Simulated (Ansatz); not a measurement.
# GaH5O3 (built from SMILES OO.[OH][GaH2]): a reaction path by the nudged elastic band

What path joins these two structures, and how high does it climb? Both ends were relaxed at PBE0-D4 in triple zeta.

Program: Ansatz 0.2.0, Gaussian basis. Level of theory: PBE0-D4/def2-SVP. These are calculated values, not measurements.

22 further runs of the same task are left out: 22 set aside as unsound or not needed.

## 1. Starting geometry

The first end: 9 atoms, charge 0, spin multiplicity 1.

Atoms are counted from 1 here; the program's logs count them from 0.

Bond lengths: Ga1–O2 1.849 Å, Ga1–H3 1.564 Å, Ga1–H4 1.562 Å, Ga1–O7 2.177 Å, O2–H8 0.959 Å, H5–O6 1.005 Å, O6–O7 1.427 Å, O7–H9 0.967 Å. Angles: O2–Ga1–H3 113.2°, O2–Ga1–H4 114.5°, O2–Ga1–O7 86.3°, H3–Ga1–H4 128.8°, H3–Ga1–O7 95.8°, H4–Ga1–O7 104.9°, Ga1–O2–H8 113.3°, H5–O6–O7 98.7°, Ga1–O7–O6 108.9°, Ga1–O7–H9 109.6°, O6–O7–H9 102.5°.

As a file:

```xyz
9
charge 0, multiplicity 1
Ga   -1.0695   -0.3139    0.2018
O     0.4832   -1.2749    0.4928
H    -1.7545   -0.6499   -1.1633
H    -1.7070    0.2916    1.4925
H     1.4352   -0.0250    0.0086
O     1.5774    0.9110   -0.3291
O     0.2162    1.2597   -0.5782
H     0.6449   -1.4630    1.4192
H     0.1742    1.2644   -1.5442
```

The second end:

```xyz
9

Ga   -1.1097   -0.5000   -0.1858
O     0.7996   -0.9652    0.5931
H    -1.5660   -1.6518   -1.1319
H    -1.7739   -0.0176    1.1513
H     1.1536   -0.0637    0.3843
O    -0.2358    0.8256   -1.1843
O     0.6942    1.4654   -0.2749
H     0.8026   -1.0480    1.5515
H     1.2354    1.9551   -0.9032
```

## 2. The band at PBE0-D4/def2-SVP

Input file neb/in.yaml:

```yaml
crystal:
  periodic: [false, false, false]
  atoms:
    - {symbol: Ga, position_ang: [-1.069539, -0.313931, 0.201781]}
    - {symbol: O, position_ang: [0.483192, -1.274945, 0.492793]}
    - {symbol: H, position_ang: [-1.754541, -0.649928, -1.163325]}
    - {symbol: H, position_ang: [-1.707050, 0.291602, 1.492508]}
    - {symbol: H, position_ang: [1.435228, -0.025012, 0.008584]}
    - {symbol: O, position_ang: [1.577428, 0.911014, -0.329062]}
    - {symbol: O, position_ang: [0.216219, 1.259738, -0.578196]}
    - {symbol: H, position_ang: [0.644896, -1.462997, 1.419152]}
    - {symbol: H, position_ang: [0.174166, 1.264359, -1.544236]}
basis:
  gaussian: {orbitals: def2-SVP}
hamiltonian: {xc: pbe0, dispersion: d4}
neb:
  images: 5
  climbing: true
  max_iterations: 40
  initial_path: idpp
  final_atoms:
    - {symbol: Ga, position_ang: [-1.109693, -0.500027, -0.185836]}
    - {symbol: O, position_ang: [0.799628, -0.965156, 0.593139]}
    - {symbol: H, position_ang: [-1.565966, -1.651767, -1.131902]}
    - {symbol: H, position_ang: [-1.773926, -0.017563, 1.151260]}
    - {symbol: H, position_ang: [1.153619, -0.063724, 0.384294]}
    - {symbol: O, position_ang: [-0.235819, 0.825598, -1.184284]}
    - {symbol: O, position_ang: [0.694188, 1.465408, -0.274925]}
    - {symbol: H, position_ang: [0.802561, -1.048000, 1.551495]}
    - {symbol: H, position_ang: [1.235410, 1.955133, -0.903243]}
```

Command:

```console
ansatz run in.yaml --threads 4 --pin off --events-out ev --progress --plain --max-ram 9574MiB
```

Q: Predict the outcome of this session. Wanted: from earlier runs: barrier over the separately found saddle, CCSD(T)/def2-TZVPP.

As calculated:

| quantity | value |
| --- | --- |
| PBE0-D4/def2-SVP, 25 iterations | highest 45.8 kJ/mol (image 3), last end +0.4 kJ/mol |
| from earlier runs: barrier over the separately found saddle, CCSD(T)/def2-TZVPP | 78.2 kJ/mol |

The highest image lies 45.8 kJ/mol above the first end, and it climbed, so it estimates the saddle. The ends are not quite minima at this level (largest force component 0.22 eV/Å), so the heights are unreliable: relaxing the first end would lower it and raise the barrier above it. The highest image is 32.4 kJ/mol below the CCSD(T) barrier in triple zeta, which comes from separate runs on the saddle.
